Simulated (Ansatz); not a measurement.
# NbZn3: stress in a strained cell

Aim: deform NbZn3 (zz strain of +1 %) and compute stress, forces and field gradients with LAPW, PAW and all-electron datasets made for the crystal.

Method: DFT PBEsol, scalar-relativistic, in Ansatz 0.2.0.

## 1. The starting structure

It takes space group Pm-3m (No. 221, cubic). The conventional cell has a = 3.934 Å, b = 3.934 Å, c = 3.934 Å, α = 90.00°, β = 90.00°, γ = 90.00°. Around Nb (site symmetry m-3m) lie 12 Zn at 2.78 Å. Zn (site symmetry 4/mmm) is surrounded by 4 Nb at 2.78 Å and 8 Zn at 2.78 Å.

Structure file:

```
CELL_PARAMETERS angstrom
3.93400 0.00000 0.00000
0.00000 3.93400 0.00000
0.00000 0.00000 3.93400
ATOMIC_POSITIONS crystal
Nb 0.00000 0.00000 0.00000
Zn 0.00000 0.50000 0.50000
Zn 0.50000 0.00000 0.50000
Zn 0.50000 0.50000 0.00000
```

Atoms are numbered in the order of the input: Nb1, Zn2, Zn3, Zn4.

## 2. After the deformation

Space group Pm-3m before, P4/mmm after.

## 3. All-electron LAPW

input.yaml reads:

```yaml
crystal:
  lattice:
    - [3.934, 0.0, 0.0]
    - [0.0, 3.934, 0.0]
    - [0.0, 0.0, 3.97334]
  atoms:
    - { symbol: Nb, position: [0.0, 0.0, 0.0] }
    - { symbol: Zn, position: [0.0, 0.5, 0.5] }
    - { symbol: Zn, position: [0.5, 0.0, 0.5] }
    - { symbol: Zn, position: [0.5, 0.5, 0.0] }
kpoints:
  mp_grid: { grid: [10, 10, 10] }
  band_path:
    path:
      - [0.0, 0.0, 0.0]
      - [0.0, 0.5, 0.0]
      - [0.5, 0.5, 0.0]
      - [0.0, 0.0, 0.0]
      - [0.0, 0.0, 0.5]
      - [0.0, 0.5, 0.5]
      - [0.5, 0.5, 0.5]
      - [0.0, 0.0, 0.5]
      - [0.0, 0.5, 0.0]
    npoints: 5
scf:
  occupations: { method: fermi_dirac, width: 0.05 }
hamiltonian:
  xc: pbesol
  pseudopotentials: { kind: all_electron, lapw: { basis_error: 0.001 } }
output:
  forces: true
  stress: true
  eigenvalues: true
```

Run with:

```bash
> ansatz run input.yaml --threads 1 --pin off --max-ram 4096MiB --backend cpu --events-out ev --progress --plain --runs-dir out
```

## 4. PAW with frozen cores

input.yaml reads:

```yaml
crystal:
  lattice:
    - [3.934, 0.0, 0.0]
    - [0.0, 3.934, 0.0]
    - [0.0, 0.0, 3.97334]
  atoms:
    - { symbol: Nb, position: [0.0, 0.0, 0.0] }
    - { symbol: Zn, position: [0.0, 0.5, 0.5] }
    - { symbol: Zn, position: [0.5, 0.0, 0.5] }
    - { symbol: Zn, position: [0.5, 0.5, 0.0] }
kpoints:
  mp_grid: { grid: [10, 10, 10] }
scf:
  occupations: { method: fermi_dirac, width: 0.05 }
hamiltonian:
  xc: pbesol
  pseudopotentials: { kind: paw }
output:
  forces: true
  stress: true
  eigenvalues: true
  efg: { contact_densities: true }
```

## 5. Datasets made for this crystal

Changes to input.yaml since step 4:

```diff
@@ -16,3 +16,3 @@
   xc: pbesol
-  pseudopotentials: { kind: paw }
+  pseudopotentials: { kind: all_electron, datasets: crystal }
 output:
```

(Steps that only read results are left out.)

**Question.** What will these runs give? Wanted: pressure; largest shear or deviatoric stress.

As calculated:

| quantity | value |
| --- | --- |
| pressure | LAPW -6.54, PAW -6.55, crystal datasets -6.54 GPa |
| largest shear or deviatoric stress (LAPW) | 0.72 GPa |

**Reading.** The largest part of the stress beyond the pressure is 0.72 GPa in size, in the zz component; the atoms are carried along and not relaxed. No run of the undeformed cell stands beside it, so pressure and stress hold what the given cell had before the change, as far as its symmetry allows. PAW: stress within 0.01 GPa of LAPW. Crystal datasets: stress within 0.01 GPa of LAPW.
